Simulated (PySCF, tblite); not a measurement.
# C4H6Cl2Ga2: geometry, infrared bands and NMR shifts

What infrared bands and NMR shifts should C4H6Cl2Ga2 (`C#C/C=[CH]/[GaH-]1[Cl+][GaH2-][Cl+]1`) show?

The runs use tblite 0.8.0 and PySCF 2.14.0, with density-fitted response routines of our own; the level of theory stands in each step. All values are computed, except where a source is named. Atoms are numbered from 0 throughout.

### 1 The starting structure

14 atoms, charge 0, multiplicity 1; geometry from: force field or distance geometry start.

Bonds of the start (Å): C0–C1 1.23, C1–C2 1.42, C2–C3 1.33, C3–Ga4 1.95, Ga4–Cl5 2.21, Cl5–Ga6 2.21, Ga6–Cl7 2.22, Cl7–Ga4 2.18, C0–H8 1.07, C2–H9 1.08, C3–H10 1.11, Ga4–H11 1.62, Ga6–H12 1.62, Ga6–H13 1.61.

### 2 Optimising the geometry with GFN2-xTB

What the job is given:

```
{"job": {"kind": "relax", "xc": "GFN2-xTB", "basis": "xTB"}, "charge": 0, "multiplicity": 1}
C      4.355800     0.508800    -0.455900
C      3.135600     0.656300    -0.379500
C      1.732500     0.804700    -0.251900
C      0.957700    -0.223500    -0.575800
Ga    -0.993100    -0.231400    -0.473500
Cl    -1.837800    -0.876100     1.461900
Ga    -3.415300     0.639600     1.135200
Cl    -1.982200     1.686700    -0.195700
H      5.414800     0.369000    -0.527900
H      1.274100     1.724700     0.074000
H      1.440000    -1.163600    -0.900000
H     -1.582000    -1.091900    -1.710900
H     -4.671000     0.000400     0.333900
H     -3.829900     1.476000     2.443900
```

Started as:

```bash
$ OMP_NUM_THREADS=1 python probes_run.py task.json out
```

The driver reads the jobs from task.json and runs them one after another.

The log of the run:

```text
step      E/eV     max force
  0    -629.85464    2.839
  1    -629.86119    6.496
  2    -630.07009    1.013
  3    -630.12185    0.716
  4    -630.15796    0.539
  5    -630.17100    0.447
  6    -630.19049    0.610
  7    -630.20717    0.705
  8    -630.21746    0.381
  9    -630.22436    0.250
 10    -630.23181    0.306
 11    -630.24093    0.479
 12    -630.24907    0.376
 13    -630.25358    0.154
 14    -630.25569    0.121
 15    -630.25732    0.142
 16    -630.25928    0.137
 17    -630.26152    0.166
 18    -630.26356    0.153
 19    -630.26503    0.094
 20    -630.26624    0.095
 21    -630.26760    0.102
 22    -630.26938    0.137
 23    -630.27153    0.147
 24    -630.27358    0.131
 25    -630.27528    0.119
 26    -630.27698    0.118
 27    -630.27891    0.169
 28    -630.28107    0.166
 29    -630.28368    0.153
 30    -630.28711    0.206
 31    -630.29144    0.248
 32    -630.29627    0.270
 33    -630.30086    0.199
 34    -630.30424    0.167
 35    -630.30695    0.158
 36    -630.31012    0.222
 37    -630.31394    0.212
 38    -630.31818    0.184
 39    -630.32193    0.158
 40    -630.32406    0.166
 41    -630.32582    0.278
 42    -630.32721    0.160
 43    -630.32905    0.122
 44    -630.33007    0.188
 45    -630.33183    0.210
 46    -630.33297    0.135
 47    -630.33401    0.087
 48    -630.33509    0.124
 49    -630.33684    0.226
 50    -630.33940    0.284
 51    -630.34257    0.257
 52    -630.34567    0.171
 53    -630.34858    0.170
 54    -630.35135    0.210
 55    -630.35382    0.216
 56    -630.35553    0.113
 57    -630.35657    0.078
 58    -630.35761    0.106
 59    -630.35925    0.171
 60    -630.36149    0.183
 61    -630.36376    0.114
 62    -630.36539    0.101
 63    -630.36617    0.216
 64    -630.36787    0.199
 65    -630.36965    0.134
 66    -630.37176    0.087
 67    -630.37327    0.113
 68    -630.37476    0.102
 69    -630.37613    0.083
 70    -630.37722    0.077
 71    -630.37795    0.060
 72    -630.37856    0.057
 73    -630.37915    0.069
 74    -630.37974    0.066
 75    -630.38046    0.050
 76    -630.38127    0.067
 77    -630.38196    0.078
 78    -630.38249    0.052
 79    -630.38280    0.041
 80    -630.38307    0.037
 81    -630.38344    0.048
 82    -630.38389    0.058
 83    -630.38442    0.071
 84    -630.38512    0.071
 85    -630.38616    0.067
 86    -630.38744    0.094
 87    -630.38841    0.087
 88    -630.38894    0.053
 89    -630.38926    0.061
 90    -630.38968    0.049
 91    -630.39044    0.049
 92    -630.39137    0.050
 93    -630.39217    0.100
 94    -630.39273    0.129
 95    -630.39324    0.083
 96    -630.39360    0.036
 97    -630.39380    0.042
 98    -630.39399    0.076
 99    -630.39421    0.095
100    -630.39460    0.102
101    -630.39514    0.083
102    -630.39562    0.048
103    -630.39592    0.046
104    -630.39615    0.043
105    -630.39653    0.085
106    -630.39716    0.062
107    -630.39806    0.075
108    -630.39890    0.090
109    -630.39942    0.083
110    -630.39993    0.071
111    -630.40045    0.230
112    -630.40203    0.117
113    -630.40437    0.120
114    -630.40624    0.252
115    -630.40813    0.194
116    -630.40964    0.188
117    -630.41101    0.116
118    -630.41268    0.094
119    -630.41525    0.158
120    -630.41597    0.080
121    -630.41668    0.065
122    -630.41782    0.063
123    -630.41892    0.107
124    -630.41995    0.088
125    -630.42127    0.093
126    -630.42251    0.086
127    -630.42325    0.061
128    -630.42385    0.067
129    -630.42450    0.072
130    -630.42512    0.080
131    -630.42559    0.074
132    -630.42607    0.059
133    -630.42657    0.060
134    -630.42699    0.064
135    -630.42730    0.052
136    -630.42758    0.043
137    -630.42796    0.047
138    -630.42850    0.060
139    -630.42920    0.067
140    -630.43001    0.074
141    -630.43081    0.076
142    -630.43160    0.069
143    -630.43228    0.087
144    -630.43281    0.070
145    -630.43329    0.070
146    -630.43380    0.049
147    -630.43439    0.054
148    -630.43491    0.046
149    -630.43529    0.039
150    -630.43553    0.032
151    -630.43572    0.030
152    -630.43592    0.034
153    -630.43615    0.034
154    -630.43640    0.042
155    -630.43666    0.041
156    -630.43697    0.046
157    -630.43734    0.047
158    -630.43770    0.049
159    -630.43797    0.051
160    -630.43814    0.057
161    -630.43828    0.030
162    -630.43843    0.021
163    -630.43859    0.041
164    -630.43870    0.039
165    -630.43880    0.024
166    -630.43887    0.025
167    -630.43893    0.026
168    -630.43899    0.029
169    -630.43907    0.030
170    -630.43914    0.026
171    -630.43919    0.022
172    -630.43923    0.012
173    -630.43926    0.013
174    -630.43929    0.009
```

It took 2.8 s on 1 thread of Arm Neoverse N1, shared host; peak memory 0.18 GiB.

Relaxation path: (not every step is listed)

| step | energy from step 0 (eV) | largest force (eV/Å) |
| --- | --- | --- |
| 0 | 0.0000 | 2.8387 |
| 1 | -0.0065 | 6.4957 |
| 2 | -0.2155 | 1.0134 |
| 3 | -0.2672 | 0.7161 |
| 4 | -0.3033 | 0.5392 |
| 5 | -0.3164 | 0.4473 |
| 6 | -0.3358 | 0.6095 |
| 7 | -0.3525 | 0.7054 |
| 8 | -0.3628 | 0.3806 |
| 24 | -0.4189 | 0.1313 |
| 40 | -0.4694 | 0.1655 |
| 56 | -0.5009 | 0.1130 |
| 72 | -0.5239 | 0.0573 |
| 88 | -0.5343 | 0.0528 |
| 104 | -0.5415 | 0.0426 |
| 120 | -0.5613 | 0.0803 |
| 136 | -0.5729 | 0.0427 |
| 152 | -0.5813 | 0.0336 |
| 168 | -0.5843 | 0.0293 |
| 169 | -0.5844 | 0.0298 |
| 170 | -0.5845 | 0.0263 |
| 171 | -0.5846 | 0.0218 |
| 172 | -0.5846 | 0.0122 |
| 173 | -0.5846 | 0.0133 |
| 174 | -0.5847 | 0.0094 |

Distances of close pairs at the start and the end, largest changes first:

| bond | before (Å) | after (Å) | change (Å) |
| --- | --- | --- | --- |
| Ga4–Cl7 | 2.176 | 2.328 | +0.152 |
| Ga4–Cl5 | 2.208 | 2.329 | +0.121 |
| Ga6–H12 | 1.621 | 1.547 | -0.074 |
| Ga4–H11 | 1.618 | 1.557 | -0.061 |
| Ga6–H13 | 1.608 | 1.552 | -0.056 |
| Cl5–Ga6 | 2.212 | 2.265 | +0.053 |
| C3–Ga4 | 1.953 | 2.002 | +0.048 |
| Ga6–Cl7 | 2.218 | 2.265 | +0.046 |

The next job starts from the end point, and lists it.

### 3 Infrared spectrum with GFN2-xTB

What the job is given:

```
{"job": {"kind": "ir", "xc": "GFN2-xTB", "basis": "xTB"}, "charge": 0, "multiplicity": 1}
C      3.797836     1.001316     0.268558
C      2.641509     0.717171     0.104240
C      1.287242     0.384355    -0.090450
C      0.847446    -0.486297    -1.014213
Ga    -1.123613    -0.817282    -1.124939
Cl    -1.918744    -1.143498     1.039972
Ga    -2.608035     1.010840     1.160129
Cl    -2.207025     1.241649    -1.056751
H      4.806336     1.251422     0.415977
H      0.587926     0.896071     0.579403
H      1.584858    -0.967117    -1.653296
H     -1.987293    -1.728935    -2.045545
H     -4.130399     1.072325     1.429394
H     -1.578722     1.847531     1.965356
```

The log of the run:

```text
mode    cm-1     km/mol
  1      39.4      0.13
  2      48.1      0.02
  3      84.3      0.71
  4      92.7      0.01
  5     107.5      0.55
  6     142.8      3.07
  7     145.7      3.16
  8     179.5      0.19
  9     229.5     12.18
 10     239.6     99.82
 11     243.2     34.92
 12     279.5     14.68
 13     343.7      0.62
 14     378.7      0.16
 15     394.3      9.38
 16     415.1     61.02
 17     454.1     51.24
 18     524.9    198.67
 19     530.5    460.32
 20     602.3     37.01
 21     620.1      0.09
 22     682.4    284.60
 23     686.3    115.59
 24     731.5     25.71
 25     978.2     19.95
 26    1014.4      3.89
 27    1140.7      6.80
 28    1259.4      8.50
 29    1567.9      5.61
 30    1659.8    330.91
 31    1692.7    317.51
 32    1719.4    337.86
 33    2240.0      9.08
 34    2881.0     54.47
 35    2976.0     27.84
 36    3391.6      6.94
```

It took 1.1 s on 1 thread of Arm Neoverse N1, shared host; peak memory 0.18 GiB.

Which atoms move in the most intense modes:

| cm⁻¹ | km/mol | atoms |
| --- | --- | --- |
| 240 | 99.8 | Cl7 34 %, Cl5 34 %, Ga4 23 % |
| 525 | 198.7 | H11 93 % |
| 530 | 460.3 | H13 46 %, H12 43 % |
| 682 | 284.6 | H13 48 %, H12 45 % |
| 686 | 115.6 | H8 51 %, C3 16 % |
| 1660 | 330.9 | H11 94 % |
| 1693 | 317.5 | H13 96 % |
| 1719 | 337.9 | H12 97 % |

### 4 NMR shieldings: PBE0/pcSseg-1

Same as in step 3 but for these lines:

```diff
@@ -1,2 +1,2 @@
-{"job": {"kind": "ir", "xc": "GFN2-xTB", "basis": "xTB"}, "charge": 0, "multiplicity": 1}
+{"job": {"kind": "nmr", "xc": "PBE0", "basis": "pcSseg-1"}, "charge": 0, "multiplicity": 1}
 C      3.797836     1.001316     0.268558
```

With the program's defaults for keys left out, this is: GIAO PBE0/pcSseg-1 NMR shielding, non-relativistic, gas phase.

The log of the run:

```text
coarse grid: 63016 points
cycle   1  E = -4924.5272463989  dE = -1.753e-01  |g| = 1.408e+00  |ddm| = 3.978e+00
cycle   2  E = -4924.4283754085  dE =  9.887e-02  |g| = 1.649e+00  |ddm| = 1.750e+00
cycle   3  E = -4924.6988424607  dE = -2.705e-01  |g| = 1.011e-01  |ddm| = 1.069e+00
cycle   4  E = -4924.6997606500  dE = -9.182e-04  |g| = 4.132e-02  |ddm| = 1.057e-01
cycle   5  E = -4924.7000822873  dE = -3.216e-04  |g| = 1.891e-02  |ddm| = 4.539e-02
cycle   6  E = -4924.7001729722  dE = -9.068e-05  |g| = 3.422e-03  |ddm| = 1.568e-02
cycle   7  E = -4924.7001755667  dE = -2.595e-06  |g| = 1.017e-03  |ddm| = 3.203e-03
final grid: 127136 points
cycle   8  E = -4924.7002249679  dE =  4.721e-08  |g| = 1.377e-03  |ddm| = 3.056e-03
cycle   9  E = -4924.7002246153  dE =  3.526e-07  |g| = 2.031e-03  |ddm| = 2.058e-03
cycle  10  E = -4924.7002251706  dE = -5.553e-07  |g| = 2.879e-04  |ddm| = 1.356e-03
cycle  11  E = -4924.7002251904  dE = -1.980e-08  |g| = 2.989e-05  |ddm| = 2.202e-04
cycle  12  E = -4924.7002251905  dE = -1.837e-10  |g| = 1.251e-05  |ddm| = 3.939e-05
converged SCF energy = -4924.7002251905

GIAO shielding tensors (ppm)
atom      isotropic    diamagn.    paramagn.     s11        s22        s33       span
  0 C       92.116     257.169    -165.053     41.722     45.642    188.985    147.262
  1 C      100.052     248.845    -148.794     -3.200      2.043    301.312    304.512
  2 C       44.628     260.267    -215.639    -76.677     53.854    156.707    233.385
  3 C       26.030     258.685    -232.655    -94.713     12.693    160.112    254.825
  4 Ga    1466.567    2634.900   -1168.333   1311.967   1320.618   1767.117    455.150
  5 Cl     924.110    1149.966    -225.856    750.070    960.620   1061.639    311.568
  6 Ga    1430.566    2636.495   -1205.929   1279.207   1344.048   1668.443    389.235
  7 Cl     924.407    1149.595    -225.189    750.060    961.224   1061.935    311.875
  8 H       28.502      33.464      -4.963     24.759     25.054     35.693     10.934
  9 H       24.613      32.234      -7.620     19.772     22.661     31.408     11.636
 10 H       24.110      30.471      -6.362     21.775     23.574     26.980      5.205
 11 H       26.070      26.472      -0.403     19.734     20.426     38.050     18.317
 12 H       26.366      26.984      -0.618     20.248     20.340     38.511     18.263
 13 H       26.173      27.543      -1.370     19.662     21.489     37.368     17.706
```

Wall time 88 s (1 thread of Arm Neoverse N1, shared host); peak memory 1 GiB.

Shifts follow as δ = σ(reference) − σ, with reference shieldings (ppm) from runs at the same level and on the same kind of geometry: 1H TMS 31.72, 13C TMS 186.9, 35Cl HCl 950. The references are single molecules in the gas phase. Atoms listed in one row are averaged.

| atoms | environment | σ (ppm) | δ (ppm) |
| --- | --- | --- | --- |
| C3 | alkene CH | 26.0 | 160.9 |
| C2 | alkene CH | 44.6 | 142.3 |
| C0 | terminal alkyne carbon | 92.1 | 94.8 |
| C1 | alkyne carbon | 100.1 | 86.9 |
| H10 | hydrogen on an alkene CH | 24.11 | 7.61 |
| H9 | hydrogen on an alkene CH | 24.61 | 7.10 |
| H11 | hydrogen on a Ga bonded to C, 2 Cl, in a 4-membered ring | 26.07 | 5.65 |
| H13 | hydrogen on a Ga bonded to 2 Cl, in a 4-membered ring | 26.17 | 5.54 |
| H12 | hydrogen on a Ga bonded to 2 Cl, in a 4-membered ring | 26.37 | 5.35 |
| H8 | hydrogen on a terminal alkyne carbon | 28.50 | 3.22 |
| Ga6 | Ga bonded to 2 Cl, 2 H, in a 4-membered ring | 1431 | – |
| Ga4 | Ga bonded to C, 2 Cl, H, in a 4-membered ring | 1467 | – |
| Cl5, Cl7 | chlorine bonded to 2 Ga, in a 4-membered ring | 924 | 26 |

The run also stored atomic charges by several schemes (e):

| atoms | Mulliken | IAO | Hirshfeld | ESP fit |
| --- | --- | --- | --- | --- |
| C0 | -0.36 | -0.22 | -0.10 | -0.51 |
| C1 | 0.32 | -0.02 | -0.04 | 0.23 |
| C2 | -0.19 | -0.12 | -0.04 | -0.30 |
| C3 | -0.47 | -0.40 | -0.16 | -0.20 |
| Ga4 | 0.83 | 0.59 | 0.37 | 0.56 |
| Cl5, Cl7 | -0.37 | -0.21 | -0.08 | -0.22 |
| Ga6 | 0.52 | 0.45 | 0.32 | 0.58 |

Mayer bond orders: C0–C1 2.34, C1–C2 1.16, C2–C3 1.81, C3–Ga4 0.79, Ga4–Cl5 0.48, Cl5–Ga6 0.50, Ga6–Cl7 0.50, Cl7–Ga4 0.48.

### 5 Summary of results

| quantity | value |
| --- | --- |
| strongest single infrared mode (GFN2-xTB) | 530 cm⁻¹, 460 km/mol |
| zero-point energy (GFN2-xTB) | 43.9 kcal/mol |
| 13C shifts against TMS (PBE0/pcSseg-1) | 160.9, 142.3, 94.8, 86.9 ppm |
| 1H shifts against TMS (PBE0/pcSseg-1) | 7.61, 7.10, 5.65, 5.54, 5.35, 3.22 ppm |
| 35Cl shifts against HCl (PBE0/pcSseg-1, means over atoms taken as alike) | 26 ppm |
| shieldings of Ga (PBE0/pcSseg-1) | Ga6 1430.6, Ga4 1466.6 ppm |

What this shows: Over 174 steps the energy fell by 0.585 eV; of the close pairs, Ga4–Cl7 changed most, 2.176 to 2.328 Å. All 36 modes are real, so the xTB geometry is a minimum. The strongest single mode, at 530 cm⁻¹, moves mainly H13 and H12. Unscaled tight-binding wavenumbers are off by several per cent, some by more. Its intensities can rank the bands wrongly. At PBE0/pcSseg-1: Shielding is most anisotropic at Ga4 (span 455 ppm, paramagnetic term -1168 ppm). Spin-orbit coupling is left out, which matters for shieldings and couplings at and beside the heavy atoms.
